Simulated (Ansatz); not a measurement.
# H₄OS₃Ti: up Jacob's ladder to CCSD(T)

The task here is to estimate one member of a computed series from the others.

Program: Ansatz 0.2.0, Gaussian basis. Level of theory: functionals in def2-TZVPP, the program's frozen cores in correlated methods. These are calculated values, not measurements.

The runs, in order: LDA (SPW92), PBE-D4, revPBE-D4, BLYP-D4, r2SCAN-D4, B97M-V, PBE0-D4, B3LYP-D4, r2SCANh-D4, r2SCAN0-D4, HSE06-D4, BHLYP-D4, CAM-B3LYP-D4, LC-ωPBE, ωB97X-V, ωB97M-V, B2PLYP, PBE-QIDH; CCSD(T)/def2-SVP; CCSD(T)/def2-TZVPP; MP2/def2-QZVPP; extrapolation to the limit; RPA on PBE.

## The geometry

All runs share one geometry, relaxed beforehand with PBE0-D4 in a triple-zeta def2 set.

SMILES `[OH][Ti]([SH])([SH])[SH]`, 9 atoms, charge 0, spin multiplicity 1.

Atoms are counted from 1 here; the program's logs count them from 0.

Bond lengths: O1–Ti2 1.757 Å, O1–H6 0.958 Å, Ti2–S3 2.288 Å, Ti2–S4 2.278 Å, Ti2–S5 2.287 Å, S3–H7 1.348 Å, S4–H8 1.348 Å, S5–H9 1.348 Å. Angles: Ti2–O1–H6 142.8°, O1–Ti2–S3 107.9°, O1–Ti2–S4 108.1°, O1–Ti2–S5 113.8°, S3–Ti2–S4 114.5°, S3–Ti2–S5 108.8°, S4–Ti2–S5 103.8°, Ti2–S3–H7 91.2°, Ti2–S4–H8 91.3°, Ti2–S5–H9 91.6°.

Set-up of the first run:

Contents of in.yaml:

```yaml
crystal:
  periodic: [false, false, false]
  atoms:
    - {symbol: O, position_ang: [0.834175, 1.861464, -0.314602]}
    - {symbol: Ti, position_ang: [0.062831, 0.287490, -0.195247]}
    - {symbol: S, position_ang: [1.678857, -1.310402, -0.461597]}
    - {symbol: S, position_ang: [-1.613987, 0.202277, -1.734812]}
    - {symbol: S, position_ang: [-1.004088, -0.067896, 1.796415]}
    - {symbol: H, position_ang: [0.970830, 2.682602, 0.159705]}
    - {symbol: H, position_ang: [0.794338, -2.289863, -0.188815]}
    - {symbol: H, position_ang: [-1.800641, -1.112288, -1.503467]}
    - {symbol: H, position_ang: [0.166084, -0.299586, 2.425220]}
basis:
  gaussian: {orbitals: def2-TZVPP}
hamiltonian: {xc: lda}
output: {orbitals: {seedname: orbitals}}
```

Run with:

```console
$ ansatz run in.yaml --threads 4 --pin off --events-out ev --progress --plain --max-ram 11315MiB
```

Steps of the session up to this table: LDA; PBE-D4 (GGA); revPBE-D4 (GGA); BLYP-D4 (GGA); r2SCAN-D4 (meta-GGA); B97M-V (meta-GGA); B3LYP-D4 (hybrid); r2SCANh-D4 (hybrid); r2SCAN0-D4 (hybrid); HSE06-D4 (hybrid); BHLYP-D4 (hybrid); CAM-B3LYP-D4 (range-separated); LC-ωPBE (range-separated); ωB97X-V (range-separated); ωB97M-V (range-separated); B2PLYP (double hybrid); PBE-QIDH (double hybrid).

One table of the session follows, with a row left open; its other results are not shown here.

It belongs to the step «Orbital energies across the functionals». 

```
  functional  HOMO (eV)  LUMO (eV)  gap (eV)
 LDA (SPW92)      -6.53      -3.79      2.74
      PBE-D4      -6.39      -3.58      2.80
   revPBE-D4      -6.33      -3.51      2.82
     BLYP-D4      -6.21      -3.44      2.77
   r2SCAN-D4      -6.67      -3.53      3.14
      B97M-V      -6.73      -3.50      3.23
     PBE0-D4      -7.55      -2.68      4.87
    B3LYP-D4          ?          ?         ?
  r2SCANh-D4      -7.10      -3.17      3.92
  r2SCAN0-D4      -7.74      -2.62      5.11
    HSE06-D4      -7.15      -3.05      4.10
    BHLYP-D4      -8.55      -1.57      6.98
CAM-B3LYP-D4      -8.79      -1.59      7.20
     LC-ωPBE     -10.17      -0.59      9.57
     ωB97X-V      -9.81      -0.58      9.23
     ωB97M-V      -9.63      -0.55      9.08
```

Q: Estimate the row for B3LYP-D4 from the others.

Worked estimate for «HOMO (eV)». Against the share of exact exchange, BLYP-D4 (0, -6.21), BHLYP-D4 (0.5, -8.55) give a slope of -4.68 per unit share; at 0.2 the line stands at -7.15.

The run gave: HOMO (eV): -7.29; LUMO (eV): -2.89; gap (eV): 4.40. In «HOMO (eV)» the line misses by +0.14.
